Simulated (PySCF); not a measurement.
**From one method to the next for FGaS**

Starting from one script, swap the method and compare what comes out for FGaS.

Program: PySCF 2.14.0. Level of theory: method and basis as typed in the scripts. These are calculated values, not measurements.

4 further runs of the same task are left out: 4 that didn't finish.

## (1) The system as given

FGaS: 3 atoms, charge 0, spin multiplicity 1.

Bond lengths: Ga1–S2 2.006 Å, Ga1–F3 1.716 Å. Angles: S2–Ga1–F3 180.0°.

## (2) The run that the others are compared with

input.py reads:

```python
from pyscf import gto, dft

mol = gto.M(
    atom='Ga 0 0 0.2629; S 0 0 -1.7431; F 0 0 1.979',
    basis='cc-pvdz',
    charge=0,
    spin=0,
    verbose=3,
)
mf = dft.UKS(mol, xc='bp86')
mf.kernel()
mf.dip_moment()
print('orbital energies (hartree):', [e[max(0, n-3):n+3].round(4) for e, n in zip(mf.mo_energy, mol.nelec)])
```

The run is started by

```sh
OMP_NUM_THREADS=1 python input.py
```

The log of the run:

```text
converged SCF energy = -2423.2198738062  <S^2> = 9.5923269e-13  2S+1 = 1
Dipole moment(X, Y, Z, Debye): -0.00000, -0.00000,  1.31905
orbital energies (hartree): [array([-0.3384, -0.2394, -0.2394, -0.1259, -0.0657, -0.0657]), array([-0.3384, -0.2394, -0.2394, -0.1259, -0.0657, -0.0657])]
```

Run time: 8.5 s. Hardware: 1 thread of Arm Neoverse N1, shared host.

Base result: E(SCF) = -2423.219874 Eh, μ = 1.32 D.

## (3) Pbesol

Variant 1 changes functional: bp86 → pbesol.

Changes to input.py since step 2:

```diff
@@ -9,3 +9,3 @@
 )
-mf = dft.UKS(mol, xc='bp86')
+mf = dft.UKS(mol, xc='pbesol')
 mf.kernel()
```

The run is started by

```sh
OMP_NUM_THREADS=1 python input.py
```

The log of the run:

```text
converged SCF energy = -2420.00551289653  <S^2> = 8.7752028e-13  2S+1 = 1
Dipole moment(X, Y, Z, Debye): -0.00000, -0.00000,  1.30735
orbital energies (hartree): [array([-0.3354, -0.2361, -0.2361, -0.1224, -0.0631, -0.0631]), array([-0.3354, -0.2361, -0.2361, -0.1224, -0.0631, -0.0631])]
```

It took 8.6 s on 1 thread of Arm Neoverse N1, shared host.

Result: E(SCF) = -2420.005513 Eh, μ = 1.31 D.

## (4) MP2 (UHF)

Variant 2 changes step after the SCF: none → mp2; SCF type: UKS → UHF; functional: bp86 → none (Hartree–Fock); frozen orbitals: none → 15.

Changes to input.py since step 2:

```diff
@@ -1,2 +1,2 @@
-from pyscf import gto, dft
+from pyscf import gto, scf, mp
 
@@ -9,4 +9,5 @@
 )
-mf = dft.UKS(mol, xc='bp86')
+mf = scf.UHF(mol)
 mf.kernel()
+mp.MP2(mf, frozen=15).kernel()
 mf.dip_moment()
```

The run is started by

```sh
OMP_NUM_THREADS=1 python input.py
```

The log of the run:

```text
converged SCF energy = -2420.24848275258  <S^2> = 3.2201406e-09  2S+1 = 1
E(UMP2) = -2420.63680860637  E_corr = -0.388325853791202
E(SCS-UMP2) = -2420.62121751341  E_corr = -0.372734760828036
Dipole moment(X, Y, Z, Debye):  0.00000,  0.00000,  1.95437
orbital energies (hartree): [array([-0.469 , -0.3684, -0.3684,  0.0314,  0.0646,  0.0646]), array([-0.469 , -0.3684, -0.3684,  0.0314,  0.0646,  0.0646])]
```

Wall time 2.4 s (1 thread of Arm Neoverse N1, shared host).

Result: E(SCF) = -2420.248483 Eh, E(MP2) − E(SCF) = -0.38833 Eh, μ = 1.95 D (of the SCF density).

## (5) Wb97

Variant 3 changes functional: bp86 → wb97.

Changes to input.py since step 2:

```diff
@@ -9,3 +9,3 @@
 )
-mf = dft.UKS(mol, xc='bp86')
+mf = dft.UKS(mol, xc='wb97')
 mf.kernel()
```

The run is started by

```sh
OMP_NUM_THREADS=1 python input.py
```

The log of the run:

```text
converged SCF energy = -2423.04119070637  <S^2> = 1.7937083e-09  2S+1 = 1
Dipole moment(X, Y, Z, Debye): -0.00000, -0.00000,  1.97114
orbital energies (hartree): [array([-0.4654, -0.3686, -0.3686, -0.006 ,  0.042 ,  0.042 ]), array([-0.4654, -0.3686, -0.3686, -0.006 ,  0.042 ,  0.042 ])]
```

Wall time 16 s (1 thread of Arm Neoverse N1, shared host).

Outcome: E(SCF) = -2423.041191 Eh, μ = 1.97 D.

## (6) Olyp

Variant 4 changes functional: bp86 → olyp.

Changes to input.py since step 2:

```diff
@@ -9,3 +9,3 @@
 )
-mf = dft.UKS(mol, xc='bp86')
+mf = dft.UKS(mol, xc='olyp')
 mf.kernel()
```

The run is started by

```sh
OMP_NUM_THREADS=1 python input.py
```

The log of the run:

```text
converged SCF energy = -2423.45702966878  <S^2> = 2.7391422e-11  2S+1 = 1
Dipole moment(X, Y, Z, Debye):  0.00000, -0.00000,  1.40458
orbital energies (hartree): [array([-0.3265, -0.2281, -0.2281, -0.1131, -0.0555, -0.0555]), array([-0.3265, -0.2281, -0.2281, -0.1131, -0.0555, -0.0555])]
```

Wall time 8.2 s (1 thread of Arm Neoverse N1, shared host).

This run: E(SCF) = -2423.457030 Eh, μ = 1.40 D.

## (7) Side by side

```tsv
run	E(SCF) (hartree)	from base (eV)	gap (eV)	SCF dipole (D)	after the SCF
base	-2423.219874	0	3.09	1.32	n/a
pbesol	-2420.005513	not comparable	3.09	1.31	n/a
MP2 (UHF)	-2420.248483	not comparable	10.88	1.95	MP2 correlation -10.567 eV, core frozen
wb97	-2423.041191	not comparable	9.87	1.97	n/a
olyp	-2423.457030	not comparable	3.13	1.40	n/a
```

Wall time on 1 thread of Arm Neoverse N1, shared host, start-up included: base 8.5 s; pbesol 8.6 s; MP2 (UHF) 2.4 s; wb97 16 s; olyp 8.2 s.

**Reading.** Total energies of different functionals can't be compared with each other; differences within one functional can.
